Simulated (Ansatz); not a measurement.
Molecular dynamics of Ge

Input file:

```yaml
accuracy: low
crystal:
  lattice:
    - [0.0, 5.752803, 5.752803]
    - [5.752803, 0.0, 5.752803]
    - [5.752803, 5.752803, 0.0]
  atoms:
    - { symbol: Ge, position: [0.07083984, -0.14541263, 0.2677533] }
    - { symbol: Ge, position: [0.17757555, 0.15117448, 0.25484738] }
    - { symbol: Ge, position: [-0.08238639, 0.011921, 0.53003495] }
    - { symbol: Ge, position: [0.25927636, -0.11953374, 0.88654746] }
    - { symbol: Ge, position: [-0.09513974, 0.40690917, 0.03892314] }
    - { symbol: Ge, position: [-0.03565121, 0.56805549, 0.23263467] }
    - { symbol: Ge, position: [0.22284813, 0.34103675, 0.42980075] }
    - { symbol: Ge, position: [0.10752617, 0.74113716, 0.71025365] }
    - { symbol: Ge, position: [0.54338304, -0.02076775, -0.04224356] }
    - { symbol: Ge, position: [0.75893984, 0.07527896, 0.075608] }
    - { symbol: Ge, position: [0.48163271, 0.00525415, 0.42068944] }
    - { symbol: Ge, position: [0.69645573, -0.19225061, 0.66142982] }
    - { symbol: Ge, position: [0.43012484, 0.44643539, 0.08424485] }
    - { symbol: Ge, position: [0.52330421, 0.61300618, 0.15785175] }
    - { symbol: Ge, position: [0.32415023, 0.46588349, 0.58425312] }
    - { symbol: Ge, position: [0.70609706, 0.44915773, 0.57284123] }
basis:
  ecutwfc: 420.0
kpoints:
  mp_grid: { grid: [2, 2, 2] }
hamiltonian:
  xc: pbesol
scf:
  occupations: { method: fermi_dirac, width: 0.24 }
  lower_state_search: "off"
md:
  timestep: 3
  n_steps: 110
  ensemble: nvt_langevin
  temperature: 1680.0
  initial_velocities: maxwell_boltzmann
  seed: 17843
  friction: 0.05
```

Run as:

```bash
$ ansatz run input.yaml --threads 2 --pin off --max-ram 5120MiB --backend cpu --events-out ev --progress --plain --runs-dir out
```

It goes on from the last frame of an earlier run, with new velocities.

Output, in part (one step line in 2):

```
md step     0: t =     0.00 fs  T =  1575.0 K  F+E_penalty+E_count = -68047.90700787 eV  E_kin = 3.257352 eV  (8 SCF iters)
md step     2: t =     6.00 fs  T =  1409.4 K  F+E_penalty+E_count = -68047.94283345 eV  E_kin = 2.914918 eV  (7 SCF iters)
md step     4: t =    12.00 fs  T =  1338.6 K  F+E_penalty+E_count = -68048.05942653 eV  E_kin = 2.768451 eV  (6 SCF iters)
md step     6: t =    18.00 fs  T =  1022.1 K  F+E_penalty+E_count = -68048.15457709 eV  E_kin = 2.113764 eV  (6 SCF iters)
md step     8: t =    24.00 fs  T =  1483.0 K  F+E_penalty+E_count = -68048.33503649 eV  E_kin = 3.067045 eV  (6 SCF iters)
md step    10: t =    30.00 fs  T =  1340.8 K  F+E_penalty+E_count = -68048.59050693 eV  E_kin = 2.773003 eV  (7 SCF iters)
md step    12: t =    36.00 fs  T =  1410.5 K  F+E_penalty+E_count = -68048.81383888 eV  E_kin = 2.917118 eV  (6 SCF iters)
md step    14: t =    42.00 fs  T =  1582.6 K  F+E_penalty+E_count = -68048.92603354 eV  E_kin = 3.273154 eV  (6 SCF iters)
md step    16: t =    48.00 fs  T =  1556.8 K  F+E_penalty+E_count = -68048.98370871 eV  E_kin = 3.219622 eV  (6 SCF iters)
md step    18: t =    54.00 fs  T =  1178.4 K  F+E_penalty+E_count = -68049.02263863 eV  E_kin = 2.437069 eV  (6 SCF iters)
md step    20: t =    60.00 fs  T =  1376.7 K  F+E_penalty+E_count = -68049.04269153 eV  E_kin = 2.847181 eV  (7 SCF iters)
md step    22: t =    66.00 fs  T =  2016.1 K  F+E_penalty+E_count = -68049.03818694 eV  E_kin = 4.169657 eV  (6 SCF iters)
md step    24: t =    72.00 fs  T =  1483.3 K  F+E_penalty+E_count = -68049.07466813 eV  E_kin = 3.067777 eV  (6 SCF iters)
md step    26: t =    78.00 fs  T =  2343.9 K  F+E_penalty+E_count = -68049.12671838 eV  E_kin = 4.847588 eV  (6 SCF iters)
md step    28: t =    84.00 fs  T =  2152.9 K  F+E_penalty+E_count = -68049.12949473 eV  E_kin = 4.452562 eV  (6 SCF iters)
md step    30: t =    90.00 fs  T =  1523.5 K  F+E_penalty+E_count = -68049.08034268 eV  E_kin = 3.150776 eV  (6 SCF iters)
md step    32: t =    96.00 fs  T =  1085.5 K  F+E_penalty+E_count = -68048.93393222 eV  E_kin = 2.244955 eV  (6 SCF iters)
md step    34: t =   102.00 fs  T =  1411.9 K  F+E_penalty+E_count = -68048.81781434 eV  E_kin = 2.919997 eV  (6 SCF iters)
md step    36: t =   108.00 fs  T =  1423.0 K  F+E_penalty+E_count = -68048.87411371 eV  E_kin = 2.943061 eV  (6 SCF iters)
md step    38: t =   114.00 fs  T =  1225.8 K  F+E_penalty+E_count = -68048.92238197 eV  E_kin = 2.535251 eV  (6 SCF iters)
md step    40: t =   120.00 fs  T =  1107.3 K  F+E_penalty+E_count = -68048.90417930 eV  E_kin = 2.290099 eV  (6 SCF iters)
md step    42: t =   126.00 fs  T =  1307.4 K  F+E_penalty+E_count = -68048.90186874 eV  E_kin = 2.703853 eV  (6 SCF iters)
md step    44: t =   132.00 fs  T =  1695.7 K  F+E_penalty+E_count = -68048.77371954 eV  E_kin = 3.507072 eV  (6 SCF iters)
md step    46: t =   138.00 fs  T =  1341.0 K  F+E_penalty+E_count = -68048.58046108 eV  E_kin = 2.773453 eV  (6 SCF iters)
md step    48: t =   144.00 fs  T =  1043.7 K  F+E_penalty+E_count = -68048.48021246 eV  E_kin = 2.158495 eV  (6 SCF iters)
md step    50: t =   150.00 fs  T =  1386.5 K  F+E_penalty+E_count = -68048.60586258 eV  E_kin = 2.867549 eV  (6 SCF iters)
md step    52: t =   156.00 fs  T =  1288.4 K  F+E_penalty+E_count = -68048.60275910 eV  E_kin = 2.664712 eV  (6 SCF iters)
md step    54: t =   162.00 fs  T =  1370.4 K  F+E_penalty+E_count = -68048.62981569 eV  E_kin = 2.834131 eV  (6 SCF iters)
md step    56: t =   168.00 fs  T =  1711.0 K  F+E_penalty+E_count = -68048.64189554 eV  E_kin = 3.538591 eV  (6 SCF iters)
md step    58: t =   174.00 fs  T =  1701.3 K  F+E_penalty+E_count = -68048.71204042 eV  E_kin = 3.518572 eV  (6 SCF iters)
md step    60: t =   180.00 fs  T =  2007.6 K  F+E_penalty+E_count = -68048.82297461 eV  E_kin = 4.151972 eV  (7 SCF iters)
md step    62: t =   186.00 fs  T =  1691.0 K  F+E_penalty+E_count = -68048.96007271 eV  E_kin = 3.497316 eV  (6 SCF iters)
md step    64: t =   192.00 fs  T =  2323.8 K  F+E_penalty+E_count = -68049.11109666 eV  E_kin = 4.806051 eV  (6 SCF iters)
md step    66: t =   198.00 fs  T =  1708.1 K  F+E_penalty+E_count = -68049.24709923 eV  E_kin = 3.532727 eV  (6 SCF iters)
md step    68: t =   204.00 fs  T =  1159.0 K  F+E_penalty+E_count = -68049.30349917 eV  E_kin = 2.396968 eV  (6 SCF iters)
md step    70: t =   210.00 fs  T =  1775.7 K  F+E_penalty+E_count = -68049.34313907 eV  E_kin = 3.672526 eV  (7 SCF iters)
md step    72: t =   216.00 fs  T =  1347.5 K  F+E_penalty+E_count = -68049.32169845 eV  E_kin = 2.786920 eV  (6 SCF iters)
md step    74: t =   222.00 fs  T =  1252.2 K  F+E_penalty+E_count = -68049.27512111 eV  E_kin = 2.589797 eV  (6 SCF iters)
md step    76: t =   228.00 fs  T =  1471.7 K  F+E_penalty+E_count = -68049.20624021 eV  E_kin = 3.043763 eV  (6 SCF iters)
md step    78: t =   234.00 fs  T =  1902.0 K  F+E_penalty+E_count = -68049.11475313 eV  E_kin = 3.933612 eV  (6 SCF iters)
md step    80: t =   240.00 fs  T =  1959.2 K  F+E_penalty+E_count = -68049.02875856 eV  E_kin = 4.051940 eV  (6 SCF iters)
md step    82: t =   246.00 fs  T =  1567.3 K  F+E_penalty+E_count = -68048.93525189 eV  E_kin = 3.241468 eV  (6 SCF iters)
md step    84: t =   252.00 fs  T =  1262.0 K  F+E_penalty+E_count = -68048.93439366 eV  E_kin = 2.610020 eV  (6 SCF iters)
md step    86: t =   258.00 fs  T =  1109.0 K  F+E_penalty+E_count = -68048.99058331 eV  E_kin = 2.293560 eV  (6 SCF iters)
md step    88: t =   264.00 fs  T =  1641.8 K  F+E_penalty+E_count = -68049.05121209 eV  E_kin = 3.395409 eV  (6 SCF iters)
md step    90: t =   270.00 fs  T =  1745.7 K  F+E_penalty+E_count = -68049.12448943 eV  E_kin = 3.610295 eV  (6 SCF iters)
md step    92: t =   276.00 fs  T =  1956.5 K  F+E_penalty+E_count = -68049.26627522 eV  E_kin = 4.046410 eV  (6 SCF iters)
md step    94: t =   282.00 fs  T =  2242.9 K  F+E_penalty+E_count = -68049.31315090 eV  E_kin = 4.638766 eV  (6 SCF iters)
md step    96: t =   288.00 fs  T =  1657.7 K  F+E_penalty+E_count = -68049.30256832 eV  E_kin = 3.428331 eV  (6 SCF iters)
md step    98: t =   294.00 fs  T =  1292.5 K  F+E_penalty+E_count = -68049.26355050 eV  E_kin = 2.673061 eV  (6 SCF iters)
md step   100: t =   300.00 fs  T =  1640.4 K  F+E_penalty+E_count = -68049.15288078 eV  E_kin = 3.392677 eV  (6 SCF iters)
md step   102: t =   306.00 fs  T =  1684.1 K  F+E_penalty+E_count = -68048.95517697 eV  E_kin = 3.482905 eV  (6 SCF iters)
md step   104: t =   312.00 fs  T =  1806.3 K  F+E_penalty+E_count = -68048.70278535 eV  E_kin = 3.735707 eV  (6 SCF iters)
md step   106: t =   318.00 fs  T =  1971.6 K  F+E_penalty+E_count = -68048.43884770 eV  E_kin = 4.077630 eV  (6 SCF iters)
md step   108: t =   324.00 fs  T =  1979.9 K  F+E_penalty+E_count = -68048.17118299 eV  E_kin = 4.094750 eV  (6 SCF iters)
md step   110: t =   330.00 fs  T =  1522.8 K  F+E_penalty+E_count = -68047.76889410 eV  E_kin = 3.149493 eV  (6 SCF iters)
```

The run went to its last step. A run of 0.33 ps of so small a system gives no equilibrium averages. Limits of this set-up: coarse k mesh, low accuracy level.

Mean squared displacements from the first frame to the last, about the centre of mass: Ge 0.41 Å².

Last frame:

```xyz
16
Lattice="0.0000 5.7528 5.7528 5.7528 0.0000 5.7528 5.7528 5.7528 0.0000" Properties=species:S:1:pos:R:3
Ge 0.415 2.502 -0.652
Ge 2.459 3.228 1.554
Ge 3.788 2.058 -0.282
Ge 4.816 7.053 1.112
Ge 2.241 0.350 1.981
Ge 4.380 0.617 3.288
Ge 4.468 3.879 3.196
Ge 8.784 4.534 4.627
Ge -0.198 2.380 3.275
Ge 0.510 5.354 4.334
Ge 2.368 5.145 2.704
Ge 2.534 7.568 3.260
Ge 3.419 2.984 5.317
Ge 4.580 4.498 7.493
Ge 6.122 5.232 4.437
Ge 5.428 6.918 6.565
```

The run took 11 min on 2 threads of Intel(R) Xeon(R) 6975P-C (Granite Rapids) (shared host), peak memory 1.3 GiB.
